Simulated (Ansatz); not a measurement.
# AlF2H3Si: the cost of one run

Method: RKS PBE0/cc-pVDZ, in Ansatz 0.2.0.

**1. Starting point**

Bond lengths: F1–Al2 1.819 Å, Al2–F3 1.796 Å, Al2–Si4 2.336 Å, Si4–H5 1.441 Å, Si4–H6 1.486 Å, Si4–H7 1.514 Å. Angles: F1–Al2–F3 118.9°, F1–Al2–Si4 121.5°, F3–Al2–Si4 119.5°, Al2–Si4–H5 112.5°, Al2–Si4–H6 110.9°, Al2–Si4–H7 107.6°, H5–Si4–H6 111.9°, H5–Si4–H7 107.5°, H6–Si4–H7 106.0°.

Structure file:

```xyz
7

F     1.1433   -0.5329    2.4232
Al    0.5937   -0.8982    0.7283
F     0.9044   -2.5310    0.0466
Si   -0.4260    0.7281   -0.6033
H     0.3006    0.9768   -1.8229
H    -0.6575    1.9762    0.1688
H    -1.7974    0.2130   -0.9863
```

**2. Relaxing end A**

input.yaml

```yaml
crystal:
  periodic: [false, false, false]
  atoms:
    - { symbol: F, position_ang: [1.1433, -0.5329, 2.4232] }
    - { symbol: Al, position_ang: [0.5937, -0.8982, 0.7283] }
    - { symbol: F, position_ang: [0.9044, -2.531, 0.0466] }
    - { symbol: Si, position_ang: [-0.426, 0.7281, -0.6033] }
    - { symbol: H, position_ang: [0.3006, 0.9768, -1.8229] }
    - { symbol: H, position_ang: [-0.6575, 1.9762, 0.1688] }
    - { symbol: H, position_ang: [-1.7974, 0.213, -0.9863] }
basis:
  gaussian: { orbitals: cc-pVDZ }
hamiltonian:
  xc: pbe0
relax:
  f_tol: 0.015
  max_steps: 40
output:
  orbitals: {}
```

On the command line:

```bash
$ ansatz run input.yaml --threads 1 --pin off --max-ram 2048MiB --backend cpu --events-out ev --progress --plain --runs-dir out
```

What time and memory should one allow on 1 thread of Intel Xeon at 2.50GHz (Skylake/Cascade Lake), shared host?

About 45 s, with a peak of 0.16 GiB.
